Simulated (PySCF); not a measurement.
**How the numerical set-up moves the result for CdGa**

Aim: see how much the energy and properties of CdGa depend on the numerical set-up.

Method: method and basis as typed in the scripts; program: PySCF 2.14.0.

6 further runs of the same task are left out: 1 for a known fault of the program, 5 that didn't finish.

## Step 1: Starting geometry

CdGa: 2 atoms, charge 0, spin multiplicity 2.

Bond lengths: Cd1–Ga2 2.605 Å.

## Step 2: Base script

The input, input.py:

```python
from pyscf import gto, scf, mp

mol = gto.M(
    atom='Cd 0 0 0; Ga 0 0 2.605',
    basis='sto-3g',
    charge=0,
    spin=1,
    verbose=4,
)
mf = scf.UHF(mol)
mf = mf.newton()
mf.kernel()
mp.MP2(mf, frozen=23).kernel()
mf.dip_moment()
print('orbital energies (hartree):', [e[max(0, n-3):n+3].round(4) for e, n in zip(mf.mo_energy, mol.nelec)])
```

Command:

```console
> python input.py
```

Its log is not repeated here.

In short: E(SCF) = -7312.573491 Eh, 7 macro-iterations, E(MP2) − E(SCF) = -0.01869 Eh, ⟨S²⟩ = 2.441, μ = 5.48 D (of the SCF density).

⟨S²⟩ = 2.44 against 0.75 for a pure state: the determinant is spin-contaminated. No relativity is included for the heavy element. The bond length is a typed value, not an optimised one.

## Step 3: 3-21g

Variant 1 changes basis set: sto-3g → 3-21g.

input.py, as its differences from that of step 2:

```diff
@@ -4,3 +4,3 @@
     atom='Cd 0 0 0; Ga 0 0 2.605',
-    basis='sto-3g',
+    basis='3-21g',
     charge=0,
```

Command:

```console
> python input.py
```

Standard output:

```text
PySCF version 2.14.0

[INPUT] verbose = 4
[INPUT] num. atoms = 2
[INPUT] num. electrons = 79
[INPUT] charge = 0
[INPUT] spin (= nelec alpha-beta = 2S) = 1
[INPUT] symmetry False subgroup None
[INPUT] Mole.unit = angstrom
[INPUT] Symbol           X                Y                Z      unit          X                Y                Z       unit  Magmom
[INPUT]  1 Cd     0.000000000000   0.000000000000   0.000000000000 AA    0.000000000000   0.000000000000   0.000000000000 Bohr   0.0
[INPUT]  2 Ga     0.000000000000   0.000000000000   2.605000000000 AA    0.000000000000   0.000000000000   4.922736554492 Bohr   0.0

nuclear repulsion = 302.270898214572
number of shells = 24
number of NR pGTOs = 135
number of NR cGTOs = 58
basis = 3-21g
ecp = {}

******** <class 'pyscf.soscf.newton_ah.SecondOrderUHF'> ********
method = SecondOrderUHF
initial guess = minao
damping factor = 0
level_shift factor = 0
DIIS = <class 'pyscf.scf.diis.CDIIS'>
diis_start_cycle = 1
diis_space = 8
diis_damp = 0
SCF conv_tol = 1e-09
SCF conv_tol_grad = None
SCF max_cycles = 50
direct_scf = True
direct_scf_tol = 1e-13
number electrons alpha = 40  beta = 39
******** <class 'pyscf.scf.uhf.UHF'> Newton solver flags ********
SCF tol = 1e-09
conv_tol_grad = None
max. SCF cycles = 50
direct_scf = True
direct_scf_tol = 1e-13
max_cycle_inner = 12
max_stepsize = 0.05
ah_start_tol = 1e+09
ah_level_shift = 0
ah_conv_tol = 1e-12
ah_lindep = 1e-14
ah_start_cycle = 1
ah_max_cycle = 40
ah_grad_trust_region = 2.5
kf_interval = 4
kf_trust_region = 5
canonicalization = True
Set conv_tol_grad to 3.16228e-05

[... the frontier-level lines of each cycle are left out ...]

Initial guess E= -7353.59859718674  |g|= 0.197728
macro= 0  E= -7353.61643611325  delta_E= -0.0178389  |g|= 0.0229705  4 KF 16 JK
macro= 1  E= -7353.61688297401  delta_E= -0.000446861  |g|= 0.0077455  2 KF 8 JK
macro= 2  E= -7353.61718216584  delta_E= -0.000299192  |g|= 0.000969888  3 KF 10 JK
macro= 3  E= -7353.61718245015  delta_E= -2.84312e-07  |g|= 1.57015e-05  2 KF 8 JK
macro= 4  E= -7353.61718245016  delta_E= -1.09139e-11  |g|= 4.99993e-06  1 KF 2 JK
Canonicalize SCF orbitals
macro X = 5  E=-7353.61718245016  |g|= 4.99993e-06  total 13 KF 50 JK
converged SCF energy = -7353.61718245016  <S^2> = 1.138988  2S+1 = 2.3571067

******** <class 'pyscf.mp.ump2.UMP2'> ********
nocc = (np.int64(17), np.int64(16)), nmo = (35, 35)
frozen orbitals 23
E(UMP2) = -7353.74106347494  E_corr = -0.123881024779823
E(SCS-UMP2) = -7353.73495820985  E_corr = -0.117775759684434
E_corr(same-spin) = -0.0356324654438698
E_corr(oppo-spin) = -0.0882485593359534
Dipole moment(X, Y, Z, Debye): -0.00000, -0.00000, -1.26544
orbital energies (hartree): [array([-4.810e-01, -2.725e-01, -2.069e-01,  2.000e-04,  1.900e-02,
        5.880e-02]), array([-0.7953, -0.413 , -0.2562,  0.0106,  0.0264,  0.0313])]
```

Run time: 1.6 s. Hardware: 1 thread, shared host.

Outcome: E(SCF) = -7353.617182 Eh, 5 macro-iterations, E(MP2) − E(SCF) = -0.12388 Eh, ⟨S²⟩ = 1.139, μ = 1.27 D (of the SCF density).

⟨S²⟩ = 1.14 against 0.75 for a pure state: the determinant is spin-contaminated.

## Step 4: Lanl2dz (core potential on)

Variant 2 changes basis set: sto-3g → lanl2dz; core potential: off → on; frozen orbitals: 23 → none. The core potential changes with it: totals don't compare.

input.py, as its differences from that of step 2:

```diff
@@ -4,3 +4,4 @@
     atom='Cd 0 0 0; Ga 0 0 2.605',
-    basis='sto-3g',
+    basis='lanl2dz',
+    ecp={'Cd': 'lanl2dz', 'Ga': 'lanl2dz'},
     charge=0,
@@ -12,3 +13,3 @@
 mf.kernel()
-mp.MP2(mf, frozen=23).kernel()
+mp.MP2(mf).kernel()
 mf.dip_moment()
```

Command:

```console
> python input.py
```

Standard output:

```text
PySCF version 2.14.0

[INPUT] verbose = 4
[INPUT] num. atoms = 2
[INPUT] num. electrons = 15
[INPUT] charge = 0
[INPUT] spin (= nelec alpha-beta = 2S) = 1
[INPUT] symmetry False subgroup None
[INPUT] Mole.unit = angstrom
[INPUT] Symbol           X                Y                Z      unit          X                Y                Z       unit  Magmom
[INPUT]  1 Cd     0.000000000000   0.000000000000   0.000000000000 AA    0.000000000000   0.000000000000   0.000000000000 Bohr   0.0
[INPUT]  2 Ga     0.000000000000   0.000000000000   2.605000000000 AA    0.000000000000   0.000000000000   4.922736554492 Bohr   0.0

nuclear repulsion = 7.31300560196545
number of shells = 10
number of NR pGTOs = 44
number of NR cGTOs = 26
basis = lanl2dz
ecp = {'Cd': 'lanl2dz', 'Ga': 'lanl2dz'}

******** <class 'pyscf.soscf.newton_ah.SecondOrderUHF'> ********
method = SecondOrderUHF
initial guess = minao
damping factor = 0
level_shift factor = 0
DIIS = <class 'pyscf.scf.diis.CDIIS'>
diis_start_cycle = 1
diis_space = 8
diis_damp = 0
SCF conv_tol = 1e-09
SCF conv_tol_grad = None
SCF max_cycles = 50
direct_scf = True
direct_scf_tol = 1e-13
number electrons alpha = 8  beta = 7
******** <class 'pyscf.scf.uhf.UHF'> Newton solver flags ********
SCF tol = 1e-09
conv_tol_grad = None
max. SCF cycles = 50
direct_scf = True
direct_scf_tol = 1e-13
max_cycle_inner = 12
max_stepsize = 0.05
ah_start_tol = 1e+09
ah_level_shift = 0
ah_conv_tol = 1e-12
ah_lindep = 1e-14
ah_start_cycle = 1
ah_max_cycle = 40
ah_grad_trust_region = 2.5
kf_interval = 4
kf_trust_region = 5
canonicalization = True
Set conv_tol_grad to 3.16228e-05

[... the frontier-level lines of each cycle are left out ...]

Initial guess E= -48.3288423754645  |g|= 0.55614
macro= 0  E= -48.492837831628  delta_E= -0.163995  |g|= 0.176179  3 KF 18 JK
macro= 1  E= -48.5008698645167  delta_E= -0.00803203  |g|= 0.0497275  4 KF 22 JK
macro= 2  E= -48.5015765318139  delta_E= -0.000706667  |g|= 0.0388218  2 KF 6 JK
macro= 3  E= -48.5020812276801  delta_E= -0.000504696  |g|= 0.00129944  3 KF 10 JK
macro= 4  E= -48.5020823450602  delta_E= -1.11738e-06  |g|= 3.45702e-05  2 KF 8 JK
macro= 5  E= -48.5020823450602  delta_E= -2.13163e-14  |g|= 1.185e-05  1 KF 2 JK
Canonicalize SCF orbitals
macro X = 6  E=-48.5020823450602  |g|= 1.185e-05  total 16 KF 73 JK
converged SCF energy = -48.5020823450602  <S^2> = 1.1125259  2S+1 = 2.3345457

******** <class 'pyscf.mp.ump2.UMP2'> ********
nocc = (np.int64(8), np.int64(7)), nmo = (26, 26)
E(UMP2) = -48.5956432631993  E_corr = -0.0935609181390991
E(SCS-UMP2) = -48.5954199790444  E_corr = -0.0933376339841516
E_corr(same-spin) = -0.0218486166724239
E_corr(oppo-spin) = -0.0717123014666752
Dipole moment(X, Y, Z, Debye): -0.00000,  0.00000, -0.86140
orbital energies (hartree): [array([-0.4966, -0.2925, -0.2129, -0.0008,  0.0208,  0.0588]), array([-0.7587, -0.425 , -0.275 ,  0.0093,  0.026 ,  0.0315])]
```

Wall time 0.82 s (1 thread, shared host).

This run: E(SCF) = -48.502082 Eh, 6 macro-iterations, E(MP2) − E(SCF) = -0.09356 Eh, ⟨S²⟩ = 1.113, μ = 0.86 D (of the SCF density).

⟨S²⟩ = 1.11 against 0.75 for a pure state: the determinant is spin-contaminated.

## Step 5: Spin-free X2C on

Variant 3 changes spin-free X2C: off → on.

input.py, as its differences from that of step 2:

```diff
@@ -10,2 +10,3 @@
 mf = scf.UHF(mol)
+mf = mf.sfx2c1e()
 mf = mf.newton()
```

Command:

```console
> python input.py
```

Standard output:

```text
PySCF version 2.14.0

[INPUT] verbose = 4
[INPUT] num. atoms = 2
[INPUT] num. electrons = 79
[INPUT] charge = 0
[INPUT] spin (= nelec alpha-beta = 2S) = 1
[INPUT] symmetry False subgroup None
[INPUT] Mole.unit = angstrom
[INPUT] Symbol           X                Y                Z      unit          X                Y                Z       unit  Magmom
[INPUT]  1 Cd     0.000000000000   0.000000000000   0.000000000000 AA    0.000000000000   0.000000000000   0.000000000000 Bohr   0.0
[INPUT]  2 Ga     0.000000000000   0.000000000000   2.605000000000 AA    0.000000000000   0.000000000000   4.922736554492 Bohr   0.0

nuclear repulsion = 302.270898214572
number of shells = 19
number of NR pGTOs = 135
number of NR cGTOs = 45
basis = sto-3g
ecp = {}

******** <class 'pyscf.soscf.newton_ah.SecondOrdersfX2C1eUHF'> ********
method = SecondOrdersfX2C1eUHF
initial guess = minao
damping factor = 0
level_shift factor = 0
DIIS = <class 'pyscf.scf.diis.CDIIS'>
diis_start_cycle = 1
diis_space = 8
diis_damp = 0
SCF conv_tol = 1e-09
SCF conv_tol_grad = None
SCF max_cycles = 50
direct_scf = True
direct_scf_tol = 1e-13
number electrons alpha = 40  beta = 39

******** <class 'pyscf.x2c.sfx2c1e.SpinFreeX2CHelper'> ********
approx = 1e
xuncontract = 1
******** <class 'pyscf.x2c.sfx2c1e.sfX2C1eUHF'> Newton solver flags ********
SCF tol = 1e-09
conv_tol_grad = None
max. SCF cycles = 50
direct_scf = True
direct_scf_tol = 1e-13
max_cycle_inner = 12
max_stepsize = 0.05
ah_start_tol = 1e+09
ah_level_shift = 0
ah_conv_tol = 1e-12
ah_lindep = 1e-14
ah_start_cycle = 1
ah_max_cycle = 40
ah_grad_trust_region = 2.5
kf_interval = 4
kf_trust_region = 5
canonicalization = True
Set conv_tol_grad to 3.16228e-05

[... the frontier-level lines of each cycle are left out ...]

Initial guess E= -7415.81638487692  |g|= 0.233974
macro= 0  E= -7415.92487629415  delta_E= -0.108491  |g|= 0.291599  3 KF 17 JK
macro= 1  E= -7416.08773734861  delta_E= -0.162861  |g|= 0.177313  3 KF 18 JK
macro= 2  E= -7416.10725399353  delta_E= -0.0195166  |g|= 0.0801382  3 KF 20 JK
macro= 3  E= -7416.11033786801  delta_E= -0.00308387  |g|= 0.0124396  3 KF 9 JK
macro= 4  E= -7416.11064484023  delta_E= -0.000306972  |g|= 0.0066855  2 KF 7 JK
macro= 5  E= -7416.11065041834  delta_E= -5.57811e-06  |g|= 1.73065e-05  3 KF 10 JK
macro= 6  E= -7416.11065041835  delta_E= -3.63798e-12  |g|= 1.07084e-05  1 KF 2 JK
Canonicalize SCF orbitals
macro X = 7  E=-7416.11065041835  |g|= 1.07084e-05  total 19 KF 91 JK
converged SCF energy = -7416.11065041835  <S^2> = 2.3716215  2S+1 = 3.2382844

******** <class 'pyscf.mp.ump2.UMP2'> ********
nocc = (np.int64(17), np.int64(16)), nmo = (22, 22)
frozen orbitals 23
E(UMP2) = -7416.13150510941  E_corr = -0.0208546910627062
E(SCS-UMP2) = -7416.13288192929  E_corr = -0.0222315109374457
E_corr(same-spin) = -0.00322398269746354
E_corr(oppo-spin) = -0.0176307083652427
Dipole moment(X, Y, Z, Debye): -0.00000,  0.00000, -5.27410
orbital energies (hartree): [array([-0.2348, -0.1881, -0.1803,  0.1685,  0.319 ,  0.3204]), array([-0.4016, -0.3167, -0.1848,  0.1714,  0.2043,  0.2113])]
```

Wall time 1.4 s (1 thread, shared host).

This run: E(SCF) = -7416.110650 Eh, 7 macro-iterations, E(MP2) − E(SCF) = -0.02085 Eh, ⟨S²⟩ = 2.372, μ = 5.27 D (of the SCF density).

⟨S²⟩ = 2.37 against 0.75 for a pure state: the determinant is spin-contaminated.

## Step 6: Density fitting weigend

Variant 4 changes density fitting: none → weigend.

input.py, as its differences from that of step 2:

```diff
@@ -10,2 +10,3 @@
 mf = scf.UHF(mol)
+mf = mf.density_fit(auxbasis='weigend')
 mf = mf.newton()
```

Command:

```console
> python input.py
```

Standard output:

```text
PySCF version 2.14.0

[INPUT] verbose = 4
[INPUT] num. atoms = 2
[INPUT] num. electrons = 79
[INPUT] charge = 0
[INPUT] spin (= nelec alpha-beta = 2S) = 1
[INPUT] symmetry False subgroup None
[INPUT] Mole.unit = angstrom
[INPUT] Symbol           X                Y                Z      unit          X                Y                Z       unit  Magmom
[INPUT]  1 Cd     0.000000000000   0.000000000000   0.000000000000 AA    0.000000000000   0.000000000000   0.000000000000 Bohr   0.0
[INPUT]  2 Ga     0.000000000000   0.000000000000   2.605000000000 AA    0.000000000000   0.000000000000   4.922736554492 Bohr   0.0

nuclear repulsion = 302.270898214572
number of shells = 19
number of NR pGTOs = 135
number of NR cGTOs = 45
basis = sto-3g
ecp = {}

******** <class 'pyscf.soscf.newton_ah.SecondOrderDFUHF'> ********
method = SecondOrderDFUHF
initial guess = minao
damping factor = 0
level_shift factor = 0
DIIS = <class 'pyscf.scf.diis.CDIIS'>
diis_start_cycle = 1
diis_space = 8
diis_damp = 0
SCF conv_tol = 1e-09
SCF conv_tol_grad = None
SCF max_cycles = 50
direct_scf = False
number electrons alpha = 40  beta = 39
******** <class 'pyscf.df.df_jk.DFUHF'> Newton solver flags ********
SCF tol = 1e-09
conv_tol_grad = None
max. SCF cycles = 50
direct_scf = False
max_cycle_inner = 12
max_stepsize = 0.05
ah_start_tol = 1e+09
ah_level_shift = 0
ah_conv_tol = 1e-12
ah_lindep = 1e-14
ah_start_cycle = 1
ah_max_cycle = 40
ah_grad_trust_region = 2.5
kf_interval = 4
kf_trust_region = 5
canonicalization = True
Set conv_tol_grad to 3.16228e-05
******** <class 'pyscf.df.df.DF'> ********
auxbasis = weigend

[... the frontier-level lines of each cycle are left out ...]

Initial guess E= -7364.81571132952  |g|= 0.328711
macro= 0  E= -7365.2890997699  delta_E= -0.473388  |g|= 0.538762  3 KF 16 JK
macro= 1  E= -7365.64724620776  delta_E= -0.358146  |g|= 0.356336  3 KF 17 JK
macro= 2  E= -7365.7953744482  delta_E= -0.148128  |g|= 0.143912  3 KF 18 JK
macro= 3  E= -7365.85243811691  delta_E= -0.0570637  |g|= 0.0393977  3 KF 21 JK
macro= 4  E= -7365.85745102214  delta_E= -0.00501291  |g|= 0.0127274  3 KF 13 JK
macro= 5  E= -7365.8575064069  delta_E= -5.53848e-05  |g|= 7.14596e-05  3 KF 21 JK
macro= 6  E= -7365.85750640689  delta_E= 1.09139e-11  |g|= 6.77989e-06  1 KF 2 JK
Canonicalize SCF orbitals
macro X = 7  E=-7365.85750640689  |g|= 6.77989e-06  total 20 KF 116 JK
converged SCF energy = -7365.85750640689  <S^2> = 2.7616251  2S+1 = 3.4708069

******** <class 'pyscf.mp.dfump2.DFUMP2'> ********
nocc = (np.int64(17), np.int64(16)), nmo = (22, 22)
frozen orbitals 23
E(DFUMP2) = -7365.88661214289  E_corr = -0.029105735998012
E(SCS-DFUMP2) = -7365.88886271282  E_corr = -0.0313563059329329
E_corr(same-spin) = -0.00411989684386333
E_corr(oppo-spin) = -0.0249858391541487
Dipole moment(X, Y, Z, Debye):  0.00000, -0.00000, -5.28861
orbital energies (hartree): [array([-0.2919, -0.2903, -0.1901,  0.2325,  0.2347,  0.3018]), array([-0.3895, -0.2718, -0.192 ,  0.1009,  0.1028,  0.2595])]
```

Run time: 2.2 s. Hardware: 1 thread, shared host.

The density fitting (weigend) was meant as a poor choice, so the numbers below may not describe CdGa as the base run means it. Result: E(SCF) = -7365.857506 Eh, 7 macro-iterations, E(MP2) − E(SCF) = -0.02911 Eh, ⟨S²⟩ = 2.762, μ = 5.29 D (of the SCF density).

⟨S²⟩ = 2.76 against 0.75 for a pure state: the determinant is spin-contaminated. The weigend set is made for the Coulomb term alone, and here it fits exchange too. Fitting should move the energy by under a millihartree an atom: this set doesn't cover the cores, and the row isn't comparable.

## Step 7: Comparison

```csv
run,E(SCF) (hartree),from base (eV),cycles,"gap, α spin (eV)",SCF dipole (D),functions,after the SCF
base,-7312.573491,0,7 macro,9.86,5.48,45,"MP2 correlation -0.509 eV, core frozen"
3-21g,-7353.617182,-1116.8557,5 macro,5.64,1.27,58,"MP2 correlation -3.371 eV, core frozen"
lanl2dz (core potential on),-48.502082,not comparable,6 macro,5.77,0.86,26,MP2 correlation -2.546 eV
spin-free X2C on,-7416.110650,-2817.3896,7 macro,9.49,5.27,45,"MP2 correlation -0.567 eV, core frozen"
density fitting weigend (poor choice),-7365.857506,not comparable,7 macro,11.50,5.29,45,"MP2 correlation -0.792 eV, core frozen"
```

Wall time on 1 thread, shared host, start-up included: base 1.4 s; 3-21g 1.6 s; lanl2dz (core potential on) 0.82 s; spin-free X2C on 1.4 s; density fitting weigend (poor choice) 2.2 s.

The largest comparable shift of the SCF energy, -2817.390 eV, comes with the run “spin-free X2C on”. 3-21g (58 functions) gives an energy 1116.86 eV lower than sto-3g (45). Scalar relativity lowers the total energy by 2817.39 eV, nearly all of it in the inner shells; a basis contracted without relativity catches only part of it. Rows marked «poor choice» come from settings spoiled on purpose.
